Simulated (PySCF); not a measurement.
# [CoS2]-: structure of the singlet

Aim: relax [CoS2]- as a singlet from a B3LYP minimum start, check by its vibrations whether the end is a minimum, and collect its spectrum and constants.

The runs use PySCF 2.14.0; B3LYP, basis Co def2-SVPD, S def2-SVPD, no relativity, density fitting.

## Step 1: The system as given

3 atoms, charge -1, spin multiplicity 1.

Bond lengths: Co1–S2 1.994 Å, Co1–S3 1.994 Å. Angles: S2–Co1–S3 144.5°.

Z-matrix (Å, degrees; charge -1 multiplicity 1):
```
Co
S  1 1.9935
S  1 1.9935 2 144.48
```

## Step 2: Finding the electronic state

The steps below are one call of a driver around PySCF. For each, scf.py gives the equivalent set-up of the SCF; relaxations use the driver's own optimiser. After this first run the driver tries any further starts and a stability analysis.

scf.py

```python
from pyscf import gto, scf, dft
mol = gto.M(atom='''
Co     0.000000     0.000000    -0.316418
S      1.898526    -0.000000     0.291619
S     -1.898526     0.000000     0.291619''',
    basis={'Co': 'def2-SVPD', 'S': 'def2-SVPD'},
    charge=-1, spin=0)
mf = dft.RKS(mol, xc='B3LYP')
mf.grids.atom_grid = (50, 194)
aux = {'Co': 'def2-universal-JKFIT', 'S': 'def2-universal-JKFIT'}
mf = mf.density_fit(auxbasis=aux)
mf.conv_tol = 1e-08
mf.diis_space = 10
mf.max_cycle = 60
mf.init_guess = 'minao'
mf.verbose = 4
mf.kernel()
```

Run with:

```sh
> OMP_NUM_THREADS=2 python axn.py task.json out
```

After this run come: Relaxation: B3LYP minimum start, singlet; Frequencies; The broken-symmetry singlet; Is it a minimum? Harmonic modes.

What does the calculation give? Wanted: minimum; geometry; wavenumbers; dipole moment; highest occupied, lowest empty level; polar-tensor charge of Co1; zero-point energy; ⟨S²⟩.

The runs gave:

| quantity | value |
| --- | --- |
| minimum | broken-symmetry (Ms = 0), D∞h |
| geometry | Co–S 2.079 Å (×2); S–Co–S 180.0° |
| wavenumbers (cm⁻¹) | 34, 34, 348, 505 |
| dipole moment (centre of mass) | 0.00 D |
| highest occupied, lowest empty level (either spin) | -1.80, 0.33 eV |
| polar-tensor charge of Co1 | +0.28 e |
| zero-point energy | 5.5 kJ/mol |
| entropy at 298.15 K | 293.3 J/(mol K) |
| ⟨S²⟩ | 1.436 |

In words: From C2v at the start the molecule goes to a D∞h minimum. The determinant is spin-contaminated (⟨S²⟩ = 1.44 against 0.00), so it is no pure spin state. In the infrared the band at 505 cm⁻¹ (stretch) leads. Only this shape and spin were tried, so other structures or states may lie lower. The SCF density has lower symmetry than the nuclear frame.
